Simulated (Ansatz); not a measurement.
# CH3AlFN: geometry optimisation

Aim: relax CH3AlFN at this level.

Method: RHF-MP2, frozen core/def2-TZVP; program: Ansatz 0.2.0.

## Step 1: Starting geometry

7 atoms, charge 0, spin multiplicity 1.

Atoms are counted from 1 here; the program's logs count them from 0.

Bond lengths: C1–N2 1.257 Å, C1–H5 1.122 Å, C1–H6 1.122 Å, N2–Al3 1.760 Å, Al3–F4 1.678 Å, Al3–H7 1.579 Å. Angles: N2–C1–H5 122.9°, N2–C1–H6 122.9°, H5–C1–H6 114.2°, C1–N2–Al3 179.3°, N2–Al3–F4 117.3°, N2–Al3–H7 121.8°, F4–Al3–H7 120.9°.

Coordinates:

```xyz
7
charge 0, multiplicity 1
C     0.0972    1.2723   -0.8401
N     0.0121    0.2296   -0.1438
Al   -0.1066   -1.2185    0.8503
F     0.2753   -2.6840    0.1266
H     1.0360    1.8824   -0.9109
H    -0.7588    1.6723   -1.4449
H    -0.5552   -1.1540    2.3628
```

## Step 2: Relaxation

The input, input.yaml:

```yaml
crystal:
  periodic: [false, false, false]
  atoms:
    - { symbol: C, position_ang: [0.097237, 1.272252, -0.840143] }
    - { symbol: "N", position_ang: [0.012115, 0.229568, -0.143781] }
    - { symbol: Al, position_ang: [-0.106629, -1.218522, 0.850307] }
    - { symbol: F, position_ang: [0.275337, -2.684005, 0.126615] }
    - { symbol: H, position_ang: [1.035959, 1.88238, -0.910906] }
    - { symbol: H, position_ang: [-0.758771, 1.672267, -1.444937] }
    - { symbol: H, position_ang: [-0.555248, -1.15395, 2.362845] }
basis:
  gaussian: { orbitals: def2-TZVP }
hamiltonian:
  xc: hf
output:
  forces: true
correlation:
  method: mp2
relax:
  f_tol: 0.003
  max_steps: 120
```

Command:

```
> ansatz run input.yaml --threads 1 --pin off --max-ram 2560MiB --backend cpu --events-out ev --progress --plain --runs-dir out
```

Log:

```text
Warning: RAYON_NUM_THREADS=1 ignored (pool sized by the plan → 1); use --threads N
The last accepted step is kept in <dir> (removed where the run ends without a failure and the disk answers)
Engine: ansatz 0.2.0, aarch64-unknown-linux-gnu
Functional definition: HF
  exchange = exact_x
  correlation = 0
these checks for a lower state are left out or cut short: cluster_reference
1076 factors; integrals over basis functions are off by at most 5.1e-4 eV
mean field evaluation 1: about -11848.6557 eV, gradient 4.5e1 eV
mean field evaluation 2: about -11848.8757 eV, gradient 4.5e1 eV
mean field evaluation 4: about -11852.8640 eV, gradient 3.0e0 eV
mean field evaluation 8: about -11852.9288 eV, gradient 3.0e-1 eV
mean field evaluation 16: about -11852.9295 eV, gradient 5.1e-6 eV
mean field -11852.92948798 eV, -435.5871244792 hartree, gradient 5.1e-6 eV, S^2 0.000000; 0 other end points of the search recorded, 0 dependent functions left out
8 core orbitals not correlated: weight in the atoms' cores, before any rotation towards them, 1.000 or more for the frozen orbitals, at most 0.000 for the correlated occupied ones
reference -11852.92948798 eV, -435.5871244792 hartree; 11, 11 occupied and 129, 129 virtual orbitals, 1076 factors
second order -18.43785799 eV of doubles, -0.00000000 eV of singles
the calculation of the forces begins
relax step   1: F+E_penalty+E_count = -11871.36734597 eV  Δ(F+E_penalty+E_count) = +0.000e0 eV  max|allowed force component| = 5.765e-1 eV/Å  Δτ_max = 0.0000 Å  (65 SCF iters, accepted)
these checks for a lower state are left out or cut short: starts, cluster_reference, orbital_swaps, neighbouring_geometries, increment
1076 factors; integrals over basis functions are off by at most 5.0e-4 eV
mean field -11852.98881539 eV, -435.5893047211 hartree, gradient 2.6e-6 eV, S^2 0.000000; 0 other end points of the search recorded, 0 dependent functions left out
8 core orbitals not correlated: weight in the atoms' cores, before any rotation towards them, 1.000 or more for the frozen orbitals, at most 0.000 for the correlated occupied ones
reference -11852.98881539 eV, -435.5893047211 hartree; 11, 11 occupied and 129, 129 virtual orbitals, 1076 factors
second order -18.40550350 eV of doubles, -0.00000000 eV of singles
the calculation of the forces begins
relax step   2: F+E_penalty+E_count = -11871.39431889 eV  Δ(F+E_penalty+E_count) = -2.697e-2 eV  max|allowed force component| = 3.357e-1 eV/Å  Δτ_max = 0.0221 Å  (63 SCF iters, accepted)
these checks for a lower state are left out or cut short: starts, cluster_reference, orbital_swaps, neighbouring_geometries, increment
1076 factors; integrals over basis functions are off by at most 4.9e-4 eV
mean field evaluation 32: about -11852.6525 eV, gradient 3.7e0 eV
mean field -11853.00409207 eV, -435.5898661287 hartree, gradient 2.9e-6 eV, S^2 0.000000; 0 other end points of the search recorded, 0 dependent functions left out
8 core orbitals not correlated: weight in the atoms' cores, before any rotation towards them, 1.000 or more for the frozen orbitals, at most 0.000 for the correlated occupied ones
reference -11853.00409207 eV, -435.5898661287 hartree; 11, 11 occupied and 129, 129 virtual orbitals, 1076 factors
second order -18.38912590 eV of doubles, -0.00000000 eV of singles
the calculation of the forces begins
relax step   3: F+E_penalty+E_count = -11871.39321797 eV  Δ(F+E_penalty+E_count) = +1.101e-3 eV  max|allowed force component| = 1.489e-1 eV/Å  Δτ_max = 0.0603 Å  (63 SCF iters, rejected (line search))
these checks for a lower state are left out or cut short: starts, cluster_reference, orbital_swaps, neighbouring_geometries, increment
1076 factors; integrals over basis functions are off by at most 5.0e-4 eV
mean field -11852.99728086 eV, -435.5896158215 hartree, gradient 2.7e-6 eV, S^2 0.000000; 0 other end points of the search recorded, 0 dependent functions left out
8 core orbitals not correlated: weight in the atoms' cores, before any rotation towards them, 1.000 or more for the frozen orbitals, at most 0.000 for the correlated occupied ones
reference -11852.99728086 eV, -435.5896158215 hartree; 11, 11 occupied and 129, 129 virtual orbitals, 1076 factors
second order -18.39901918 eV of doubles, -0.00000000 eV of singles
the calculation of the forces begins
relax step   4: F+E_penalty+E_count = -11871.39630004 eV  Δ(F+E_penalty+E_count) = -1.981e-3 eV  max|allowed force component| = 2.350e-1 eV/Å  Δτ_max = 0.0177 Å  (63 SCF iters, accepted)
these checks for a lower state are left out or cut short: starts, cluster_reference, orbital_swaps, neighbouring_geometries, increment
1076 factors; integrals over basis functions are off by at most 4.9e-4 eV
mean field evaluation 64: about -11852.9973 eV, gradient 5.5e-4 eV
mean field -11852.99729286 eV, -435.5896162626 hartree, gradient 2.7e-6 eV, S^2 0.000000; 0 other end points of the search recorded, 0 dependent functions left out
8 core orbitals not correlated: weight in the atoms' cores, before any rotation towards them, 1.000 or more for the frozen orbitals, at most 0.000 for the correlated occupied ones
reference -11852.99729286 eV, -435.5896162626 hartree; 11, 11 occupied and 129, 129 virtual orbitals, 1076 factors
second order -18.40042402 eV of doubles, -0.00000000 eV of singles
the calculation of the forces begins
relax step   5: F+E_penalty+E_count = -11871.39771689 eV  Δ(F+E_penalty+E_count) = -1.417e-3 eV  max|allowed force component| = 2.134e-1 eV/Å  Δτ_max = 0.0340 Å  (64 SCF iters, accepted)
these checks for a lower state are left out or cut short: starts, cluster_reference, orbital_swaps, neighbouring_geometries, increment
1076 factors; integrals over basis functions are off by at most 4.9e-4 eV
mean field -11853.01101158 eV, -435.5901204160 hartree, gradient 2.7e-6 eV, S^2 0.000000; 0 other end points of the search recorded, 0 dependent functions left out
8 core orbitals not correlated: weight in the atoms' cores, before any rotation towards them, 1.000 or more for the frozen orbitals, at most 0.000 for the correlated occupied ones
reference -11853.01101158 eV, -435.5901204160 hartree; 11, 11 occupied and 129, 129 virtual orbitals, 1076 factors
second order -18.38859054 eV of doubles, -0.00000000 eV of singles
the calculation of the forces begins
relax step   6: F+E_penalty+E_count = -11871.39960212 eV  Δ(F+E_penalty+E_count) = -1.885e-3 eV  max|allowed force component| = 1.489e-2 eV/Å  Δτ_max = 0.0264 Å  (64 SCF iters, accepted)
these checks for a lower state are left out or cut short: starts, cluster_reference, orbital_swaps, neighbouring_geometries, increment
1076 factors; integrals over basis functions are off by at most 4.9e-4 eV
mean field -11853.01136967 eV, -435.5901335757 hartree, gradient 2.6e-6 eV, S^2 0.000000; 0 other end points of the search recorded, 0 dependent functions left out
8 core orbitals not correlated: weight in the atoms' cores, before any rotation towards them, 1.000 or more for the frozen orbitals, at most 0.000 for the correlated occupied ones
reference -11853.01136967 eV, -435.5901335757 hartree; 11, 11 occupied and 129, 129 virtual orbitals, 1076 factors
second order -18.38830801 eV of doubles, -0.00000000 eV of singles
the calculation of the forces begins
mean field evaluation 96: about -11853.0114 eV, gradient 2.6e-6 eV
relax step   7: F+E_penalty+E_count = -11871.39967768 eV  Δ(F+E_penalty+E_count) = -7.556e-5 eV  max|allowed force component| = 4.529e-3 eV/Å  Δτ_max = 0.0083 Å  (64 SCF iters, accepted)
these checks for a lower state are left out or cut short: starts, cluster_reference, orbital_swaps, neighbouring_geometries, increment
1076 factors; integrals over basis functions are off by at most 4.9e-4 eV
mean field -11853.01124980 eV, -435.5901291707 hartree, gradient 2.6e-6 eV, S^2 0.000000; 0 other end points of the search recorded, 0 dependent functions left out
8 core orbitals not correlated: weight in the atoms' cores, before any rotation towards them, 1.000 or more for the frozen orbitals, at most 0.000 for the correlated occupied ones
reference -11853.01124980 eV, -435.5901291707 hartree; 11, 11 occupied and 129, 129 virtual orbitals, 1076 factors
second order -18.38842920 eV of doubles, -0.00000000 eV of singles
the calculation of the forces begins
relax step   8: F+E_penalty+E_count = -11871.39967900 eV  Δ(F+E_penalty+E_count) = -1.322e-6 eV  max|allowed force component| = 5.039e-3 eV/Å  Δτ_max = 0.0011 Å  (62 SCF iters, accepted)
these checks for a lower state are left out or cut short: starts, cluster_reference, orbital_swaps, neighbouring_geometries, increment
1076 factors; integrals over basis functions are off by at most 4.9e-4 eV
mean field -11853.01121326 eV, -435.5901278278 hartree, gradient 2.6e-6 eV, S^2 0.000000; 0 other end points of the search recorded, 0 dependent functions left out
8 core orbitals not correlated: weight in the atoms' cores, before any rotation towards them, 1.000 or more for the frozen orbitals, at most 0.000 for the correlated occupied ones
reference -11853.01121326 eV, -435.5901278278 hartree; 11, 11 occupied and 129, 129 virtual orbitals, 1076 factors
second order -18.38846699 eV of doubles, -0.00000000 eV of singles
the calculation of the forces begins
relax step   9: F+E_penalty+E_count = -11871.39968025 eV  Δ(F+E_penalty+E_count) = -1.249e-6 eV  max|allowed force component| = 4.117e-4 eV/Å  Δτ_max = 0.0008 Å  (61 SCF iters, accepted)
these checks for a lower state are left out or cut short: cluster_reference
1076 factors; integrals over basis functions are off by at most 4.9e-4 eV
mean field evaluation 128: about -11853.0112 eV, gradient 1.6e-6 eV
mean field -11853.01121326 eV, -435.5901278278 hartree, gradient 2.6e-6 eV, S^2 0.000000; 1 other end points of the search recorded, 0 dependent functions left out
8 core orbitals not correlated: weight in the atoms' cores, before any rotation towards them, 1.000 or more for the frozen orbitals, at most 0.000 for the correlated occupied ones
reference -11853.01121326 eV, -435.5901278278 hartree; 11, 11 occupied and 129, 129 virtual orbitals, 1076 factors
second order -18.38846699 eV of doubles, -0.00000000 eV of singles
the calculation of the forces begins
Total energy: -11871.39968025 eV, -436.2658915254 hartree
Atom 0 at     0.097418     1.272807    -0.839036 Å, force    -0.000118    -0.000211     0.000061 eV/Å
Atom 1 at     0.015941     0.229813    -0.145705 Å, force     0.000070     0.000412    -0.000328 eV/Å
Atom 2 at    -0.104484    -1.210666     0.838284 Å, force     0.000103    -0.000016     0.000291 eV/Å
Atom 3 at     0.270095    -2.663882     0.141654 Å, force    -0.000077     0.000044    -0.000071 eV/Å
Atom 4 at     1.019965     1.863686    -0.903959 Å, force    -0.000080    -0.000118     0.000121 eV/Å
Atom 5 at    -0.748748     1.656822    -1.422973 Å, force     0.000098    -0.000074     0.000031 eV/Å
Atom 6 at    -0.550187    -1.148589     2.331734 Å, force     0.000005    -0.000037    -0.000104 eV/Å
Dipole moment:    -0.035531     0.497195    -0.077333 e Å
Checks for a lower state left out: cluster_reference
```

Run time: 70 s. Hardware: 1 thread of Arm Neoverse V2, shared host; peak memory 0.38 GiB.

Step by step: (the energy doesn't fall at every step)

| step | energy from step 1 (eV) | largest force component (eV/Å) |
| --- | --- | --- |
| 1 | 0.0000 | 0.5765 |
| 2 | -0.0270 | 0.3357 |
| 3 | -0.0259 | 0.1489 |
| 4 | -0.0290 | 0.2350 |
| 5 | -0.0304 | 0.2134 |
| 6 | -0.0323 | 0.0149 |
| 7 | -0.0323 | 0.0045 |
| 8 | -0.0323 | 0.0050 |
| 9 | -0.0323 | 0.0004 |

Close pairs (by a distance rule), those that changed most:

| bond | before (Å) | after (Å) | change (Å) |
| --- | --- | --- | --- |
| C1–H6 | 1.122 | 1.097 | -0.024 |
| C1–H5 | 1.122 | 1.097 | -0.024 |
| Al3–F4 | 1.678 | 1.655 | -0.024 |
| Al3–H7 | 1.579 | 1.560 | -0.019 |
| N2–Al3 | 1.760 | 1.749 | -0.012 |
| C1–N2 | 1.257 | 1.255 | -0.002 |

## Step 3: Results

| quantity | value |
| --- | --- |
| energy gained | 0.0323 eV |
| root mean square move | 0.022 Å |
| dipole moment | 2.42 D |

**Reading.** Bond lengths: C1–N2 1.255 Å, C1–H5 1.097 Å, C1–H6 1.097 Å, N2–Al3 1.749 Å, Al3–F4 1.655 Å, Al3–H7 1.560 Å. Angles: N2–C1–H5 122.3°, N2–C1–H6 122.3°, H5–C1–H6 115.4°, C1–N2–Al3 179.2°, N2–Al3–F4 118.1°, N2–Al3–H7 121.7°, F4–Al3–H7 120.2°. No frequencies were computed here.
